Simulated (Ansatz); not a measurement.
# YTiGe: properties at the relaxed cell

One table from this session's results is given with a row withheld; the runs are named, their logs left out.

Computed with Ansatz 0.2.0 (DFT PBEsol, scalar-relativistic, plane waves, PAW, unless a step's input says otherwise).

2 further runs of the same task are left out: 2 set aside as unsound or not needed.

## The system as given

The structure is tetragonal, space group P4/nmm (No. 129). Conventional cell: a = 4.011 Å, b = 4.011 Å, c = 7.590 Å, α = 90.00°, β = 90.00°, γ = 90.00°. Y (site symmetry 4mm) is surrounded by 5 Ge at 2.94 to 3.14 Å and 4 Ti at 3.29 Å. Around Ti (site symmetry -4m2) lie 4 Ge at 2.72 Å and 4 Ti at 2.84 Å. Around Ge (site symmetry 4mm) lie 4 Ti at 2.72 Å and 4 Y at 2.94 Å.

Coordinates:

```xyz
6
Lattice="4.0107 0.0000 0.0000 0.0000 4.0107 0.0000 0.0000 0.0000 7.5903" Properties=species:S:1:pos:R:3 pbc="T T T"
Y     2.0054    0.0000    4.9832
Y     0.0000    2.0054    2.6071
Ti    0.0000    0.0000    0.0000
Ti    2.0054    2.0054    0.0000
Ge    2.0054    0.0000    1.8444
Ge    0.0000    2.0054    5.7459
```

This cell was relaxed beforehand with the same method: volume 20.35 Å³/atom, gap on the mesh none (metal).

The first run:

input.yaml reads:

```yaml
crystal:
  lattice:
    - [4.0107479881, 0.0, 0.0]
    - [0.0, 4.0107479881, 0.0]
    - [0.0, 0.0, 7.5902783431]
  atoms:
    - { symbol: "Y", position: [0.5, 0.0, 0.6565223937] }
    - { symbol: "Y", position: [0.0, 0.5, 0.3434776063] }
    - { symbol: Ti, position: [0.0, 0.0, 0.0] }
    - { symbol: Ti, position: [0.5, 0.5, 0.0] }
    - { symbol: Ge, position: [0.5, 0.0, 0.2429898924] }
    - { symbol: Ge, position: [0.0, 0.5, 0.7570101076] }
basis:
  ecutwfc: 420
kpoints:
  mp_grid: { grid: [10, 10, 6] }
  band_path:
    path:
      - [[0.0, 0.0, 0.0], [0.0, 0.5, 0.0], [0.5, 0.5, 0.0], [0.0, 0.0, 0.0], [0.0, 0.0, 0.5], [0.0, 0.5, 0.5], [0.5, 0.5, 0.5], [0.0, 0.0, 0.5]]
      - [[0.0, 0.5, 0.0], [0.0, 0.5, 0.5]]
      - [[0.5, 0.5, 0.0], [0.5, 0.5, 0.5]]
    npoints: 14
hamiltonian:
  xc: pbesol
scf:
  occupations: { method: gaussian, width: 0.1 }
  n_extra_bands: 15
output:
  forces: true
  stress: true
  eigenvalues: true
  populations: true
  dos: { projected: true, de: 0.02, nscf_kmesh: { grid: [15, 15, 9] } }
  bader: true
  write_density: true
  write_potential: true
  elf: true
  volumetric_format: npy
```

Launch:

```console
ansatz run input.yaml --threads 1 --pin off --max-ram 2560MiB --backend cpu --events-out ev --progress --plain --runs-dir out
```

Among the steps run: Static run: bands, density of states and charges; Point at V/V0 = 0.97; The cell scaled to 1.03 of its volume; Point at V/V0 = 0.94; Point at V/V0 = 1.06.

One of the session's tables, all rows but one given; the rest of the session is left out.

It belongs to the step «Energy against volume». 

```
volume (Å³/atom)  energy above the lowest point (meV/atom)  pressure (GPa)
          19.129                                      23.9            6.61
          19.739                                         ?               ?
          20.350                                       0.0           -0.01
          20.960                                       5.1           -2.60
          21.571                                      19.3           -4.78
```

Estimate the missing values for volume (Å³/atom) = 19.739.

Worked estimate for «energy above the lowest point (meV/atom)». A straight line through the neighbours (19.129, 23.9) and (20.350, 0.0) gives 23.9 + (0.0 − 23.9) × (19.739 − 19.129) / (20.350 − 19.129) = 12.0; a parabola fitted to 3 rows on both sides gives 6.3.

**Answer.** energy above the lowest point (meV/atom): 5.7; pressure (GPa): 3.04. In «energy above the lowest point (meV/atom)» the line misses by +6.3 and the parabola by +0.6.
